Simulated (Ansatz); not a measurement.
# CH₅NOSn: one species, many methods

Aim: compute CH₅NOSn with functionals from several rungs and with coupled cluster, and see how far each lands from CCSD(T) at the basis-set limit for the atomisation energy.

Program: Ansatz 0.2.0, Gaussian basis. Level of theory: functionals in def2-TZVPP, the program's frozen cores in correlated methods. These are calculated values, not measurements.

Plan: PBE-D4, r2SCAN-D4, PBE0-D4, B3LYP-D4, ωB97X-V, ωB97M-V, B2PLYP; CCSD(T)/def2-TZVPP; MP2/def2-QZVPP; extrapolation to the limit.

**1. The relaxed structure**

The geometry comes from an earlier relaxation with PBE0-D4/def2-TZVP; it is a stationary point, not always the lowest conformer. Sn takes the def2 core potential; no spin-orbit term is included.

SMILES `N[C](=O)[SnH3]`, 9 atoms, charge 0, spin multiplicity 1.

Atoms are counted from 1 here; the program's logs count them from 0.

Bond lengths: N1–C2 1.353 Å, N1–H5 1.003 Å, N1–H6 1.010 Å, C2–O3 1.209 Å, C2–Sn4 2.201 Å, Sn4–H7 1.715 Å, Sn4–H8 1.701 Å, Sn4–H9 1.702 Å. Angles: C2–N1–H5 121.7°, C2–N1–H6 119.0°, H5–N1–H6 119.2°, N1–C2–O3 123.2°, N1–C2–Sn4 116.8°, O3–C2–Sn4 120.0°, C2–Sn4–H7 110.8°, C2–Sn4–H8 108.1°, C2–Sn4–H9 108.2°, H7–Sn4–H8 109.7°, H7–Sn4–H9 109.7°, H8–Sn4–H9 110.4°.

As a file:

```
N     1.0226    1.3167    0.0752
C    -0.2560    0.8760    0.0644
O    -1.2116    1.6136    0.1319
Sn   -0.5541   -1.2998   -0.0840
H     1.7995    0.6842    0.0174
H     1.1983    2.3088    0.1422
H     0.9525   -2.1154   -0.1729
H    -1.4598   -1.6160   -1.4892
H    -1.4027   -1.8144    1.2981
```

**2. PBE-D4 (GGA)**

in.yaml

```yaml
crystal:
  periodic: [false, false, false]
  atoms:
    - {symbol: N, position_ang: [1.022613, 1.316717, 0.075173]}
    - {symbol: C, position_ang: [-0.256021, 0.875951, 0.064391]}
    - {symbol: O, position_ang: [-1.211637, 1.613632, 0.131862]}
    - {symbol: Sn, position_ang: [-0.554071, -1.299807, -0.084016]}
    - {symbol: H, position_ang: [1.799454, 0.684208, 0.017388]}
    - {symbol: H, position_ang: [1.198288, 2.308794, 0.142187]}
    - {symbol: H, position_ang: [0.952534, -2.115354, -0.172944]}
    - {symbol: H, position_ang: [-1.459811, -1.615987, -1.489239]}
    - {symbol: H, position_ang: [-1.402747, -1.814354, 1.298096]}
basis:
  gaussian: {orbitals: def2-TZVPP}
hamiltonian: {xc: pbe, dispersion: d4}
output: {forces: true, orbitals: {seedname: orbitals}}
```

Started as:

```bash
$ ansatz run in.yaml --threads 4 --pin off --events-out ev --progress --plain --max-ram 10444MiB
```

After this run come: r2SCAN-D4 (meta-GGA); PBE0-D4 (hybrid); B3LYP-D4 (hybrid); ωB97X-V (range-separated); ωB97M-V (range-separated); B2PLYP (double hybrid); CCSD(T) in def2-TZVPP; MP2 in def2-QZVPP.

Q: Predict the results of all the runs planned. Wanted: atomisation energy, CCSD(T)/CBS; farthest; mean size of error, hybrid; mean size of error, range-separated; gap, smallest and largest; T1 diagnostic; triples share of the correlation energy.

**Answer**, as computed:

```
                               quantity                                           value
        atomisation energy, CCSD(T)/CBS                                   2976.6 kJ/mol
 functionals within 29.8 kJ/mol (1.0 %)  r2SCAN-D4, PBE0-D4, B3LYP-D4, ωB97X-V, ωB97M-V
                               farthest                           PBE-D4 (+85.9 kJ/mol)
             mean size of error, hybrid                                      5.9 kJ/mol
    mean size of error, range-separated                                     11.5 kJ/mol
              gap, smallest and largest            4.46 eV (PBE-D4), 11.00 eV (ωB97X-V)
                          T1 diagnostic                                          0.0162
triples share of the correlation energy                                           3.7 %
```

**Reading.** PBE-D4 misses by +85.9 kJ/mol, or 10.7 kJ/mol for each of 8 bonds. Taken by rung, hybrid functionals do best (5.9 kJ/mol on average) and range-separated ones worst (11.5 kJ/mol). The gap between the best rungs is small, so their order is not settled. Rungs with a single functional here are left out of that count. The reference freezes the cores and leaves out spin-orbit coupling and excitations past (T), and its outer-core shells are covered unevenly, so misses under about 29.8 kJ/mol can't be ranked. All levels share the lack of spin-orbit coupling, which for atoms this heavy lowers the true binding by per cents. Hartree-Fock recovers 65 % of the binding; the rest is correlation. Orbital gaps span 4.5 to 11.0 eV; exact exchange widens them. Correlated methods include outer-core shells of Sn, which these sets cover unevenly.
